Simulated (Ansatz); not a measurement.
# Cl3HOSi: the cost of one run

Method: RKS PBE/6-31G, in Ansatz 0.2.0.

### 1 Starting point

Bond lengths: Si1–O2 1.680 Å, O2–H3 1.010 Å, Si1–Cl4 2.130 Å, Si1–Cl5 2.128 Å, Si1–Cl6 2.128 Å. Angles: Si1–O2–H3 109.5°, O2–Si1–Cl4 109.4°, O2–Si1–Cl5 109.5°, O2–Si1–Cl6 109.5°, Cl4–Si1–Cl5 109.5°, Cl4–Si1–Cl6 109.5°, Cl5–Si1–Cl6 109.5°.

As a file:

```xyz
6

Si    0.0000    0.0000    0.0000
O     0.0000    0.0000    1.6800
H    -0.9095   -0.2814    2.0171
Cl    2.0086    0.0000   -0.7093
Cl   -1.0032    1.7381   -0.7093
Cl   -1.0032   -1.7381   -0.7093
```

### 2 Preparing the start

The input, input.yaml:

```yaml
crystal:
  periodic: [false, false, false]
  atoms:
    - { symbol: Si, position_ang: [0.0, 0.0, 0.0] }
    - { symbol: O, position_ang: [0.0, 0.0, 1.68] }
    - { symbol: H, position_ang: [-0.9095, -0.2814, 2.0171] }
    - { symbol: Cl, position_ang: [2.0086, 0.0, -0.7093] }
    - { symbol: Cl, position_ang: [-1.0032, 1.7381, -0.7093] }
    - { symbol: Cl, position_ang: [-1.0032, -1.7381, -0.7093] }
basis:
  gaussian: { orbitals: "6-31G" }
hamiltonian:
  xc: pbe
relax:
  f_tol: 0.02
  max_steps: 40
```

The run is started by

```sh
$ ansatz run input.yaml --threads 1 --pin off --max-ram 2048MiB --backend cpu --events-out ev --progress --plain --runs-dir out
```

Q: Estimate wall time and peak memory on 1 thread of Arm Neoverse V1, shared host.

About 28 s, with a peak of 0.13 GiB.
